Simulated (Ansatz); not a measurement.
# GaICl2: a ladder of functionals and wavefunction methods

An exercise on one series of results from a longer session: the logs are not shown, and one member is left open.

The runs use Ansatz 0.2.0, Gaussian basis; functionals in def2-TZVPP, the program's frozen cores in correlated methods.

Levels to be run: LDA (SPW92), PBE-D4, revPBE-D4, BLYP-D4, r2SCAN-D4, B97M-V, PBE0-D4, B3LYP-D4, r2SCANh-D4, r2SCAN0-D4, HSE06-D4, BHLYP-D4, CAM-B3LYP-D4, LC-ωPBE, ωB97X-V, ωB97M-V, B2PLYP, PBE-QIDH; CCSD(T)/def2-SVP; CCSD(T)/def2-TZVPP; MP2/def2-QZVPP; extrapolation to the limit; RPA on PBE.

### The geometry

All runs share one geometry, relaxed beforehand with PBE0-D4 in a triple-zeta def2 set. I takes the def2 core potential; no spin-orbit term is included.

SMILES `[Cl][Ga]([Cl])[I]`, 4 atoms, charge 0, spin multiplicity 1.

Atoms are counted from 1 here; the program's logs count them from 0.

Bond lengths: Cl1–Ga2 2.120 Å, Ga2–Cl3 2.120 Å, Ga2–I4 2.450 Å. Angles: Cl1–Ga2–Cl3 118.1°, Cl1–Ga2–I4 121.0°, Cl3–Ga2–I4 121.0°.

Geometry (Å):

| atom | x (Å) | y (Å) | z (Å) |
| --- | --- | --- | --- |
| Cl1 | 1.4651 | 0.3246 | 1.5515 |
| Ga2 | 0.0459 | -0.0654 | 0.0260 |
| Cl3 | -0.3332 | -2.0859 | -0.4909 |
| I4 | -1.1224 | 1.7662 | -1.1069 |

The first run:

Input file in.yaml:

```yaml
crystal:
  periodic: [false, false, false]
  atoms:
    - {symbol: Cl, position_ang: [1.465125, 0.324638, 1.551523]}
    - {symbol: Ga, position_ang: [0.045929, -0.065384, 0.026027]}
    - {symbol: Cl, position_ang: [-0.333230, -2.085869, -0.490943]}
    - {symbol: I, position_ang: [-1.122423, 1.766214, -1.106908]}
basis:
  gaussian: {orbitals: def2-TZVPP}
hamiltonian: {xc: lda}
output: {orbitals: {seedname: orbitals}}
```

Steps of the session up to this table: LDA; PBE-D4 (GGA); revPBE-D4 (GGA); BLYP-D4 (GGA); r2SCAN-D4 (meta-GGA); B97M-V (meta-GGA); PBE0-D4 (hybrid); B3LYP-D4 (hybrid); r2SCANh-D4 (hybrid); r2SCAN0-D4 (hybrid); HSE06-D4 (hybrid); BHLYP-D4 (hybrid); CAM-B3LYP-D4 (range-separated); LC-ωPBE (range-separated); ωB97X-V (range-separated); ωB97M-V (range-separated); B2PLYP (double hybrid); PBE-QIDH (double hybrid).

One table of the session follows, with a row left open; its other results are not shown here.

It belongs to the step «Frontier levels by functional». 

```
  functional  HOMO (eV)  LUMO (eV)  gap (eV)
 LDA (SPW92)      -7.28      -3.36      3.92
      PBE-D4      -7.10      -3.04      4.06
   revPBE-D4          ?          ?         ?
     BLYP-D4      -6.91      -2.98      3.92
   r2SCAN-D4      -7.43      -2.82      4.61
      B97M-V      -7.41      -2.77      4.64
     PBE0-D4      -8.28      -2.17      6.11
    B3LYP-D4      -8.01      -2.47      5.54
  r2SCANh-D4      -7.85      -2.51      5.35
  r2SCAN0-D4      -8.49      -2.04      6.45
    HSE06-D4      -7.89      -2.54      5.35
    BHLYP-D4      -9.26      -1.27      7.99
CAM-B3LYP-D4      -9.53      -1.22      8.31
     LC-ωPBE     -10.90       0.01     10.91
     ωB97X-V     -10.55      -0.11     10.44
     ωB97M-V     -10.41      -0.27     10.14
```

**Question.** Estimate the row for revPBE-D4.

The run gave: HOMO (eV): -7.05; LUMO (eV): -2.92; gap (eV): 4.12. In the column «HOMO (eV)» it lies between PBE-D4 (-7.10) and BLYP-D4 (-6.91).
